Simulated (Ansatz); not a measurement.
# GePH3 (quintet): the correlation ladder, cc-pVTZ

The task here is to estimate one member of a computed series from the others.

Method: cc-pVTZ, core rule «outside noble gas», up to 19 orbitals frozen; program: Ansatz 0.2.0, Gaussian basis.

To be run: UHF; CCSD(T) on ROHF; CCSD(T) on UHF; BCCD(T) on ROHF; CCSDT(Q) on ROHF; CCSDT(Q) on UHF; CASSCF and NEVPT2, 12 electrons in 11 orbitals.

9 further runs of the same task are left out: 2 for a known fault of the program, 1 that didn't finish, 6 set aside as unsound or not needed. Runs told in other sessions of the task aren't counted.

## The system

The geometry is a PBE0/def2-TZVP stationary point (not a proven minimum) of the parent state, kept for this charge and spin. No spin-orbit coupling is included. The filled d shell of Ge may be among the frozen orbitals whatever the setting's name suggests.

5 atoms, charge 0, spin multiplicity 5.

Atoms are counted from 1 here; the program's logs count them from 0.

Bond lengths: Ge1–P2 2.312 Å, Ge1–H3 1.539 Å, Ge1–H4 1.539 Å, Ge1–H5 1.539 Å. Angles: P2–Ge1–H3 110.1°, P2–Ge1–H4 110.1°, P2–Ge1–H5 110.1°, H3–Ge1–H4 108.8°, H3–Ge1–H5 108.8°, H4–Ge1–H5 108.8°.

The first run:

Contents of in.yaml:

```yaml
crystal:
  periodic: [false, false, false]
  atoms:
    - {symbol: Ge, position_ang: [-0.656484, -0.004808, 0.000881]}
    - {symbol: P, position_ang: [1.655316, 0.012124, -0.002222]}
    - {symbol: H, position_ang: [-1.195968, 1.436850, 0.003923]}
    - {symbol: H, position_ang: [-1.178396, -0.733455, 1.252326]}
    - {symbol: H, position_ang: [-1.181787, -0.729442, -1.251475]}
basis:
  gaussian: {orbitals: cc-pVTZ}
magnetization: {spin_polarized: true, initial_magnetization: 4}
hamiltonian: {xc: hf}
output: {orbitals: {seedname: orbitals}}
```

Started as:

```
ansatz run in.yaml --threads 1 --pin off --events-out ev --progress --plain --max-ram 4096MiB --backend cpu
```

Among the steps run: UHF; CCSD(T) on ROHF; CCSD(T) on UHF; BCCD(T) on ROHF; CCSDT(Q) on ROHF; CCSDT(Q) on UHF; CASSCF and NEVPT2, 12 electrons in 11 orbitals.

One of the session's tables, all rows but one given; the rest of the session is left out.

| method | from UCCSDT(Q) (kJ/mol) |
| --- | --- |
| ROHF | +709.9 |
| UHF | +702.8 |
| RMP2 | +137.1 |
| UMP2 | +138.4 |
| RCCSD | +32.6 |
| UCCSD | +31.9 |
| RCCSD(T) | +6.1 |
| UCCSD(T) | +5.6 |
| BCCD(T) | ? |
| RCCSDT | +1.8 |
| UCCSDT | +1.2 |
| RCCSDT(Q) | +0.6 |
| UCCSDT(Q) | 0 |
| CASSCF valence | +580.8 |
| NEVPT2 valence | +143.7 |

**Question.** Estimate the row for BCCD(T).

As computed: from UCCSDT(Q) (kJ/mol): +5.9. In the column «from UCCSDT(Q) (kJ/mol)» it lies between UCCSD(T) (+5.6) and RCCSD(T) (+6.1).

Limits of these values: Restricted and unrestricted rows rest on different reference determinants; a gap between their highest levels can come from leftover correlation error, from unlike frozen cores or from another state.
